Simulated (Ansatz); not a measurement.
# Sc (sc type): how the settings move a single-point run

Question: which choices in the input matter for Sc (sc type)?

Computed with Ansatz 0.2.0 (reference: DFT, LDA, all-electron LAPW, scalar-relativistic, unless a step's input says otherwise).

## (1) Starting point

It takes space group Pm-3m (No. 221, cubic). The conventional cell has a = 2.695 Å, b = 2.695 Å, c = 2.695 Å, α = 90.00°, β = 90.00°, γ = 90.00°. Around Sc (site symmetry m-3m) lie 6 Sc at 2.70 Å.

Structure file:

```cif
data_structure
_symmetry_space_group_name_H-M 'P 1'
_symmetry_Int_Tables_number 1
_cell_length_a 2.6953
_cell_length_b 2.6953
_cell_length_c 2.6953
_cell_angle_alpha 90.000
_cell_angle_beta 90.000
_cell_angle_gamma 90.000
_cell_volume 19.58
loop_
_atom_site_label
_atom_site_type_symbol
_atom_site_fract_x
_atom_site_fract_y
_atom_site_fract_z
_atom_site_occupancy
Sc1 Sc 0.00000 0.00000 0.00000 1
```

## (2) Reference

input.yaml reads:

```yaml
crystal:
  lattice:
    - [2.6952760472, 0.0, 0.0]
    - [0.0, 2.6952760472, 0.0]
    - [0.0, 0.0, 2.6952760472]
  atoms:
    - { symbol: Sc, position: [0.0, 0.0, 0.0] }
kpoints:
  mp_grid: { grid: [15, 15, 15] }
scf:
  occupations: { method: fermi_dirac, width: 0.05 }
hamiltonian:
  xc: lda
  pseudopotentials: { kind: all_electron, lapw: { basis_error: 0.001 } }
output:
  forces: true
  stress: true
  eigenvalues: true
  populations: true
```

On the command line:

```console
> ansatz run input.yaml --threads 1 --pin off --max-ram 2048MiB --backend cpu --events-out ev --progress --plain --runs-dir out
```

## (3) Changing settings: mp_grid.grid [12, 12, 12], mixing.algorithm broyden, mixing.beta 0.9, mixing.ndim 8, spin_polarized true

Changes to input.yaml since step 2:

```diff
@@ -8,5 +8,6 @@
 kpoints:
-  mp_grid: { grid: [15, 15, 15] }
+  mp_grid: { grid: [12, 12, 12] }
 scf:
   occupations: { method: fermi_dirac, width: 0.05 }
+  mixing: { algorithm: broyden, beta: 0.9, ndim: 8 }
 hamiltonian:
@@ -19 +20,3 @@
   populations: true
+magnetization:
+  spin_polarized: true
```

**Question.** What will these runs give? Wanted: for each run, ending; energy change; pressure; gap; force.

The runs gave:

| run | ending | energy change | pressure (GPa) | gap (eV) | force (eV/Å) | cycles | time |
| --- | --- | --- | --- | --- | --- | --- | --- |
| reference | converged | 0 | 8.4 | 0.00 | 0.00 | 5 | 6.5 s |
| 1: mp_grid.grid [12, 12, 12], mixing.algorithm broyden, mixing.beta 0.9, mixing.ndim 8, spin_polarized true | converged | +0.3 meV/atom | 8.2 | 0.00 | 0.00 | 8 | 11 s |

Residual by cycle in the longest SCF loop of each run; runs are numbered as in the table. The quantity is the density residual dr2, in eV.

```csv
cycle,reference,run 1
1,0.0116,0.0208
2,0.0039,0.00995
3,4.8e-4,0.00118
4,3.1e-7,1.2e-4
5,1.9e-8,5.4e-6
6,-,5.2e-6
7,-,7.8e-6
8,-,4.3e-10
```

**Reading.** With the changed k-point mesh, mixing and spin polarisation the energy stays within 0.5 meV/atom: no moment was seeded, so none could form, and both runs end non-magnetic.
